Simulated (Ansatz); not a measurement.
# Cl2GaH4N: the cost of one run

All numbers below are computed with Ansatz 0.2.0 (RKS PBE0-D4/def2-SVP).

1 further run of the same task is left out (it didn't finish).

## 1. The starting structure

Bond lengths: Ga1–N2 2.280 Å, N2–H3 1.060 Å, N2–H4 1.060 Å, Ga1–Cl5 2.240 Å, Ga1–Cl6 2.240 Å. Angles: Ga1–N2–H3 120.0°, Ga1–N2–H4 120.0°, H3–N2–H4 120.0°, N2–Ga1–Cl5 120.0°, N2–Ga1–Cl6 120.0°, Cl5–Ga1–Cl6 120.0°.

Structure file:

```xyz
8

Ga    0.0000    0.0000    0.0000
N     0.0000    0.0000    2.2800
H    -0.8770   -0.2713    2.8100
H     0.8770    0.2713    2.8100
Cl    1.9398    0.0000   -1.1200
Cl   -1.9398    0.0000   -1.1200
H    -0.5441    1.6891    0.5897
H    -0.4266    1.3245    1.5756
```

## 2. A restrained relaxation towards end A

Springs on the bonds that form and break draw the guess towards this end; the thresholds are loose.

input.yaml

```yaml
crystal:
  periodic: [false, false, false]
  atoms:
    - { symbol: Ga, position_ang: [0.0, 0.0, 0.0] }
    - { symbol: "N", position_ang: [0.0, 0.0, 2.28] }
    - { symbol: H, position_ang: [-0.877, -0.2713, 2.81] }
    - { symbol: H, position_ang: [0.877, 0.2713, 2.81] }
    - { symbol: Cl, position_ang: [1.9398, 0.0, -1.12] }
    - { symbol: Cl, position_ang: [-1.9398, 0.0, -1.12] }
    - { symbol: H, position_ang: [-0.5441, 1.6891, 0.5897] }
    - { symbol: H, position_ang: [-0.4266, 1.3245, 1.5756] }
basis:
  gaussian: { orbitals: def2-SVP }
hamiltonian:
  xc: pbe0
  dispersion: d4
relax:
  f_tol: 0.15
  max_steps: 25
  restrain:
    - { distance: [0, 6], at: 2.77, k: 30.0 }
    - { distance: [7, 1], at: 2.26, k: 30.0 }
    - { distance: [0, 1], at: 1.93, k: 30.0 }
    - { distance: [7, 6], at: 0.66, k: 30.0 }
```

Started as:

```bash
$ ansatz run input.yaml --threads 2 --pin off --max-ram 3072MiB --backend cpu --events-out ev --progress --plain --runs-dir out
```

**Question.** How long does this run take on 2 threads of Arm Neoverse V1, shared host, and how much memory does it need?

About 37 s, with a peak of 0.24 GiB.
